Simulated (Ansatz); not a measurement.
# Ta: the cost of one run

Method: DFT PBEsol, scalar-relativistic, in Ansatz 0.2.0.

## 1. Starting point

Symmetry: Im-3m, No. 229, cubic system. Conventional cell: a = 3.303 Å, b = 3.303 Å, c = 3.303 Å, α = 90.00°, β = 90.00°, γ = 90.00°. Ta (site symmetry m-3m) has 8 Ta at 2.86 Å as nearest neighbours.

Coordinates:

```
Ta
1.0
    -1.65128    1.65128    1.65128
     1.65128   -1.65128    1.65128
     1.65128    1.65128   -1.65128
Ta
1
Direct
  0.00000 0.00000 0.00000
```

## 2. The deformed structure

Space group Im-3m before, R-3m after.

## 3. Full-potential LAPW

input.yaml reads:

```yaml
crystal:
  lattice:
    - [-1.6017416, 1.65128, 1.65128]
    - [1.65128, -1.6017416, 1.65128]
    - [1.65128, 1.65128, -1.6017416]
  atoms:
    - { symbol: Ta, position: [0.0, 0.0, 0.0] }
kpoints:
  mp_grid: { grid: [17, 17, 17] }
  band_path:
    path:
      - [0.0, 0.0, 0.0]
      - [0.0, 0.0, 0.5]
      - [-0.5, 0.5, 0.5]
      - [-0.7422118581, 0.2577881419, 0.2577881419]
      - [0.2577881419, 0.2577881419, 0.2577881419]
      - [0.0, 0.0, 0.0]
      - [-0.5, 0.0, 0.5]
    npoints: 5
scf:
  occupations: { method: fermi_dirac, width: 0.08 }
hamiltonian:
  xc: pbesol
  pseudopotentials: { kind: all_electron, lapw: { basis_error: 0.0005 } }
output:
  forces: true
  stress: true
  eigenvalues: true
```

Launch:

```
$ ansatz run input.yaml --threads 1 --pin off --max-ram 3072MiB --backend cpu --events-out ev --progress --plain --runs-dir out
```

What time and memory should one allow on 1 thread of Arm Neoverse V1, shared host?

About 74 s, with a peak of 0.77 GiB.
